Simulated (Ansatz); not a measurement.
# Molecular dynamics of Ag6HAu6

Input file:

```yaml
accuracy: low
crystal:
  lattice:
    - [5.870333, 0.0, 0.0]
    - [-4.40275, 7.625787, 0.0]
    - [0.0, 0.0, 4.696905]
  atoms:
    - { symbol: Ag, position: [-0.00153096, 0.0032999, 0.48195426] }
    - { symbol: Au, position: [0.34814248, 0.13203971, -0.01589088] }
    - { symbol: Ag, position: [-0.00342193, 0.33075167, 0.48346876] }
    - { symbol: Au, position: [0.33134698, 0.44152506, -0.01555562] }
    - { symbol: Ag, position: [-0.00056515, 0.66346542, 0.48344869] }
    - { symbol: Au, position: [0.33414266, 0.75918065, -0.01415935] }
    - { symbol: Ag, position: [0.49846462, -0.0007426, 0.4813753] }
    - { symbol: Au, position: [0.82105582, 0.10440118, -0.01854769] }
    - { symbol: Ag, position: [0.50520859, 0.33626237, 0.4841261] }
    - { symbol: Au, position: [0.83641438, 0.44538931, -0.01610511] }
    - { symbol: Ag, position: [0.50450261, 0.6654816, 0.48478518] }
    - { symbol: Au, position: [0.82379495, 0.77650298, -0.0149206] }
    - { symbol: H, position: [0.18033716, 0.89270206, 0.94987876] }
basis:
  ecutwfc: 420.0
kpoints:
  mp_grid: { grid: [3, 2, 3] }
hamiltonian:
  xc: lda
scf:
  occupations: { method: fermi_dirac, width: 0.05 }
  lower_state_search: "off"
md:
  timestep: 0.5
  n_steps: 300
  ensemble: nvt_nose_hoover
  temperature: 1200.0
  initial_velocities: maxwell_boltzmann
  seed: 438636
  nose_hoover: { tau: 200.0, chain_length: 3 }
```

Launched with:

```bash
$ ansatz run input.yaml --threads 4 --pin off --max-ram 10240MiB --backend cpu --events-out ev --progress --plain --runs-dir out
```

It starts from a relaxed structure.

Output, in part (step lines):

```
md step     0: t =     0.00 fs  T =  1200.0 K  F+E_penalty+E_count = -121953.12967190 eV  E_kin = 1.861344 eV  conserved = -121951.26832792 eV  (10 SCF iters)
md step     1: t =     0.50 fs  T =  1199.6 K  F+E_penalty+E_count = -121953.12901780 eV  E_kin = 1.860690 eV  conserved = -121951.26832787 eV  (7 SCF iters)
md step     2: t =     1.00 fs  T =  1198.8 K  F+E_penalty+E_count = -121953.12784070 eV  E_kin = 1.859514 eV  conserved = -121951.26832712 eV  (7 SCF iters)
md step     3: t =     1.50 fs  T =  1197.7 K  F+E_penalty+E_count = -121953.12615686 eV  E_kin = 1.857831 eV  conserved = -121951.26832571 eV  (7 SCF iters)
md step     4: t =     2.00 fs  T =  1196.3 K  F+E_penalty+E_count = -121953.12399420 eV  E_kin = 1.855671 eV  conserved = -121951.26832364 eV  (7 SCF iters)
md step     5: t =     2.50 fs  T =  1194.7 K  F+E_penalty+E_count = -121953.12139237 eV  E_kin = 1.853072 eV  conserved = -121951.26832073 eV  (2 SCF iters)
md step     6: t =     3.00 fs  T =  1192.7 K  F+E_penalty+E_count = -121953.11840204 eV  E_kin = 1.850086 eV  conserved = -121951.26831706 eV  (3 SCF iters)
md step     7: t =     3.50 fs  T =  1190.6 K  F+E_penalty+E_count = -121953.11508346 eV  E_kin = 1.846771 eV  conserved = -121951.26831292 eV  (2 SCF iters)
[... lines left out ...]
md step   298: t =   149.00 fs  T =   491.3 K  F+E_penalty+E_count = -121951.84647638 eV  E_kin = 0.761996 eV  conserved = -121951.26829413 eV  (3 SCF iters)
md step   299: t =   149.50 fs  T =   490.4 K  F+E_penalty+E_count = -121951.84393647 eV  E_kin = 0.760738 eV  conserved = -121951.26828982 eV  (2 SCF iters)
md step   300: t =   150.00 fs  T =   489.8 K  F+E_penalty+E_count = -121951.84158848 eV  E_kin = 0.759677 eV  conserved = -121951.26828553 eV  (7 SCF iters)
```

The steps, from the saved trajectory:

```json
{"time (fs)": "0", "T (K)": "1200", "potential energy less start (eV)": "0.000", "conserved less start (meV/atom)": "0.00"}
{"time (fs)": "5", "T (K)": "1183", "potential energy less start (eV)": "0.026", "conserved less start (meV/atom)": "0.00"}
{"time (fs)": "10", "T (K)": "1159", "potential energy less start (eV)": "0.063", "conserved less start (meV/atom)": "0.00"}
{"time (fs)": "15", "T (K)": "1122", "potential energy less start (eV)": "0.121", "conserved less start (meV/atom)": "0.00"}
{"time (fs)": "20", "T (K)": "1056", "potential energy less start (eV)": "0.224", "conserved less start (meV/atom)": "0.00"}
{"time (fs)": "25", "T (K)": "982", "potential energy less start (eV)": "0.339", "conserved less start (meV/atom)": "0.00"}
{"time (fs)": "30", "T (K)": "904", "potential energy less start (eV)": "0.461", "conserved less start (meV/atom)": "0.00"}
{"time (fs)": "35", "T (K)": "807", "potential energy less start (eV)": "0.613", "conserved less start (meV/atom)": "0.00"}
{"time (fs)": "40", "T (K)": "709", "potential energy less start (eV)": "0.766", "conserved less start (meV/atom)": "0.00"}
{"time (fs)": "45", "T (K)": "629", "potential energy less start (eV)": "0.892", "conserved less start (meV/atom)": "0.00"}
{"time (fs)": "50", "T (K)": "553", "potential energy less start (eV)": "1.012", "conserved less start (meV/atom)": "0.00"}
{"time (fs)": "55", "T (K)": "496", "potential energy less start (eV)": "1.102", "conserved less start (meV/atom)": "0.01"}
{"time (fs)": "60", "T (K)": "476", "potential energy less start (eV)": "1.137", "conserved less start (meV/atom)": "0.00"}
{"time (fs)": "65", "T (K)": "482", "potential energy less start (eV)": "1.131", "conserved less start (meV/atom)": "0.00"}
{"time (fs)": "70", "T (K)": "499", "potential energy less start (eV)": "1.108", "conserved less start (meV/atom)": "0.00"}
{"time (fs)": "75", "T (K)": "538", "potential energy less start (eV)": "1.052", "conserved less start (meV/atom)": "0.00"}
{"time (fs)": "80", "T (K)": "592", "potential energy less start (eV)": "0.974", "conserved less start (meV/atom)": "0.00"}
{"time (fs)": "85", "T (K)": "633", "potential energy less start (eV)": "0.918", "conserved less start (meV/atom)": "0.00"}
{"time (fs)": "90", "T (K)": "668", "potential energy less start (eV)": "0.874", "conserved less start (meV/atom)": "0.00"}
{"time (fs)": "95", "T (K)": "701", "potential energy less start (eV)": "0.831", "conserved less start (meV/atom)": "0.00"}
{"time (fs)": "100", "T (K)": "712", "potential energy less start (eV)": "0.824", "conserved less start (meV/atom)": "0.00"}
{"time (fs)": "105", "T (K)": "701", "potential energy less start (eV)": "0.852", "conserved less start (meV/atom)": "0.00"}
{"time (fs)": "110", "T (K)": "691", "potential energy less start (eV)": "0.880", "conserved less start (meV/atom)": "0.00"}
{"time (fs)": "115", "T (K)": "662", "potential energy less start (eV)": "0.938", "conserved less start (meV/atom)": "0.00"}
{"time (fs)": "120", "T (K)": "620", "potential energy less start (eV)": "1.014", "conserved less start (meV/atom)": "0.00"}
{"time (fs)": "125", "T (K)": "587", "potential energy less start (eV)": "1.078", "conserved less start (meV/atom)": "0.00"}
{"time (fs)": "130", "T (K)": "553", "potential energy less start (eV)": "1.141", "conserved less start (meV/atom)": "0.00"}
{"time (fs)": "135", "T (K)": "518", "potential energy less start (eV)": "1.208", "conserved less start (meV/atom)": "0.00"}
{"time (fs)": "140", "T (K)": "501", "potential energy less start (eV)": "1.247", "conserved less start (meV/atom)": "0.00"}
{"time (fs)": "145", "T (K)": "498", "potential energy less start (eV)": "1.263", "conserved less start (meV/atom)": "0.00"}
{"time (fs)": "150", "T (K)": "490", "potential energy less start (eV)": "1.288", "conserved less start (meV/atom)": "0.00"}
```

All steps were run. The conserved energy stayed within 0.0052 meV per atom of its start (net change 0.0032 meV per atom), so the integration is sound. The mean temperature of the second half is 49 % below the set value. A run of 0.15 ps of so small a system gives no equilibrium averages. Limits of this set-up: coarse k mesh, odd electron count without spin, a small cell, in which the defect meets its images, low accuracy level.

Mean squared displacements from the first frame to the last, about the centre of mass: Ag 0.12 Å², Au 0.13 Å², H 0.02 Å².

Last frame:

```xyz
13
Lattice="5.8703 0.0000 0.0000 -4.4028 7.6258 0.0000 0.0000 0.0000 4.6969" Properties=species:S:1:pos:R:3
Ag -0.161 0.221 2.548
Au 1.477 0.814 0.001
Ag -1.317 2.549 2.150
Au 0.156 3.269 -0.155
Ag -2.730 4.895 2.025
Au -1.431 5.432 -0.294
Ag 3.134 0.009 2.526
Au 4.230 0.965 0.209
Ag 1.474 2.707 1.953
Au 2.769 3.271 -0.375
Ag 0.328 5.321 2.390
Au 1.222 6.274 0.180
H -2.847 6.701 4.555
```

The run took 14 min on 4 threads of AMD EPYC 7R13 Processor (Zen 3), with other jobs on the host, peak memory 1.2 GiB.
